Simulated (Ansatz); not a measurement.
# SiGeC (singlet): from Hartree-Fock to the top rungs, cc-pVTZ

One table from this session's results is given with a row withheld; the runs are named, their logs left out.

Computed with Ansatz 0.2.0, Gaussian basis. Level: cc-pVTZ, core rule «outside noble gas», up to 20 orbitals frozen.

Plan: UHF; CCSD(T) on RHF; BCCD(T) on RHF; CCSDT(Q) on RHF.

3 further runs of the same task are left out: 3 set aside as unsound or not needed.

## The system

The geometry is a PBE0/def2-TZVP stationary point (not a proven minimum). No spin-orbit coupling is included. The filled d shell of Ge may be among the frozen orbitals whatever the setting's name suggests; the logs give the count.

3 atoms, charge 0, spin multiplicity 1.

Atoms are counted from 1 here; the program's logs count them from 0.

Bond lengths: C1–Si2 1.691 Å, C1–Ge3 1.773 Å. Angles: Si2–C1–Ge3 121.6°.

Set-up of the first run:

in.yaml reads:

```yaml
crystal:
  periodic: [false, false, false]
  atoms:
    - {symbol: C, position_ang: [0.000000, -0.733271, 0.663841]}
    - {symbol: Si, position_ang: [0.000000, 0.158705, 2.100901]}
    - {symbol: Ge, position_ang: [0.000000, 0.059881, -0.922055]}
basis:
  gaussian: {orbitals: cc-pVTZ}
magnetization: {spin_polarized: true, initial_magnetization: 0}
hamiltonian: {xc: hf}
output: {orbitals: {seedname: orbitals}}
```

Run with:

```sh
$ ansatz run in.yaml --threads 1 --pin off --events-out ev --progress --plain --max-ram 4096MiB --backend cpu
```

Among the steps run: UHF; CCSD(T) on RHF; BCCD(T) on RHF; CCSDT(Q) on RHF.

One of the session's tables, all rows but one given; the rest of the session is left out.

| method | from RCCSDT(Q) (kcal/mol) |
| --- | --- |
| RHF | +237.24 |
| RMP2 | +26.59 |
| RCCSD | ? |
| RCCSD(T) | +1.93 |
| BCCD(T) | +1.76 |
| RCCSDT | +1.82 |
| RCCSDT(Q) | 0 |

Estimate the missing values for RCCSD.

**Answer.** from RCCSDT(Q) (kcal/mol): +18.39. In the column «from RCCSDT(Q) (kcal/mol)» it lies between RCCSD(T) (+1.93) and RMP2 (+26.59).

With the free atoms at the same levels and basis (separate runs), the atomisation energy is 9.851 eV at RCCSDT(Q), 9.818 eV at RCCSD(T), 5.948 eV at RHF.
